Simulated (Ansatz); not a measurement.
**I: how well frozen cores do**

The same cell of I is computed with LAPW, all electrons, PAW on the default files and datasets made for this crystal, to set the results side by side.

Computed with Ansatz 0.2.0 (DFT PBE, scalar-relativistic, unless a step's input says otherwise).

## 1. The starting structure

The structure is orthorhombic, space group Cmce (No. 64). Conventional cell: a = 7.255 Å, b = 4.795 Å, c = 9.780 Å, α = 90.00°, β = 90.00°, γ = 90.00°. I (site symmetry m) has 1 I at 2.70 Å as nearest neighbours.

As a file:

```
CELL_PARAMETERS angstrom
3.62750 -2.39750 0.00000
3.62750 2.39750 0.00000
0.00000 0.00000 9.78000
ATOMIC_POSITIONS crystal
I 0.85000 0.15000 0.11700
I 0.65000 0.35000 0.61700
I 0.15000 0.85000 0.88300
I 0.35000 0.65000 0.38300
```

The structure is an experimental refinement, used without relaxation.

Atoms are numbered in the order of the input: I1, I2, I3, I4.

## 2. LAPW, all electrons

Contents of input.yaml:

```yaml
crystal:
  lattice:
    - [3.6275, -2.3975, 0.0]
    - [3.6275, 2.3975, 0.0]
    - [0.0, 0.0, 9.78]
  atoms:
    - { symbol: I, position: [0.85, 0.15, 0.117] }
    - { symbol: I, position: [0.65, 0.35, 0.617] }
    - { symbol: I, position: [0.15, 0.85, 0.883] }
    - { symbol: I, position: [0.35, 0.65, 0.383] }
kpoints:
  mp_grid: { grid: [6, 6, 3] }
  band_path:
    path:
      - [0.0, 0.0, 0.0]
      - [0.5, 0.5, 0.0]
      - [0.3592049686, 0.6407950314, 0.0]
      - [-0.3592049686, 0.3592049686, 0.0]
      - [0.0, 0.0, 0.0]
      - [0.0, 0.0, 0.5]
      - [-0.3592049686, 0.3592049686, 0.5]
      - [0.3592049686, 0.6407950314, 0.5]
      - [0.5, 0.5, 0.5]
    npoints: 8
scf:
  occupations: { method: fermi_dirac, width: 0.02 }
hamiltonian:
  xc: pbe
  pseudopotentials: { kind: all_electron, lapw: { basis_error: 0.0005 } }
output:
  forces: true
  stress: true
  eigenvalues: true
  populations: true
  dos: { projected: true, de: 0.2, e_range: [-14, 8] }
```

## 3. PAW on the default files

Edit input.yaml of step 2 so:

```diff
@@ -28,3 +28,3 @@
   xc: pbe
-  pseudopotentials: { kind: all_electron, lapw: { basis_error: 0.0005 } }
+  pseudopotentials: { kind: paw }
 output:
@@ -33,3 +33,5 @@
   eigenvalues: true
+  efg: { contact_densities: true }
   populations: true
+  bader: true
   dos: { projected: true, de: 0.2, e_range: [-14, 8] }
```

## 4. Datasets made for this crystal

Edit input.yaml of step 3 so:

```diff
@@ -28,3 +28,3 @@
   xc: pbe
-  pseudopotentials: { kind: paw }
+  pseudopotentials: { kind: all_electron, datasets: crystal }
 output:
@@ -34,4 +34 @@
   efg: { contact_densities: true }
-  populations: true
-  bader: true
-  dos: { projected: true, de: 0.2, e_range: [-14, 8] }
```

(Steps that only read results are left out.)

**Question.** What will these runs give? Wanted: pressure; gap; largest force; Bader charges.

**Answer**, as computed:

| quantity | value |
| --- | --- |
| pressure | LAPW 1.43, PAW 1.42, crystal datasets 1.43 GPa |
| gap (LAPW) | 1.24 eV, indirect from B0–G0 to Y–F0 |
| largest force | LAPW 0.632, PAW 0.637, crystal datasets 0.632 eV/Å |
| Bader charges (PAW) | I1 +0.00 e |

What this shows: The pressure of 1.4 GPa pushes the cell to expand, with the atoms held in place. A gap opens: 1.24 eV, indirect from B0–G0 to Y–F0. Spin-orbit coupling is left out, though the cell holds I; it can shift such gaps by tenths of an eV. I 5p states make 99 % of the projected weight in the top eV of the valence band. The projection holds only the free atom's occupied shells (I 5s, I 5p in this range). The field gradient at I1, the largest by crystal datasets, is 121.01 by PAW and 121.35 by crystal datasets (10²¹ V/m²), within 5 %. No spin–orbit coupling: at heavy atoms the gradients can be off by tens of per cent for that reason. In pressure, PAW differs from LAPW by -0.01 GPa and -0.01 eV in the gap. The forces differ by at most 5 meV/Å in a component, on a largest force of 0.632 eV/Å. The price, with the outputs that each input asks for: 2.3 min for LAPW against 55 s for PAW, about 2.5 to one.

These are semilocal Kohn-Sham gaps, which aren't the measured quantity. Such gaps usually fall short of the measured ones; spin-orbit coupling, left out here, narrows gaps with I, so the two errors partly cancel.
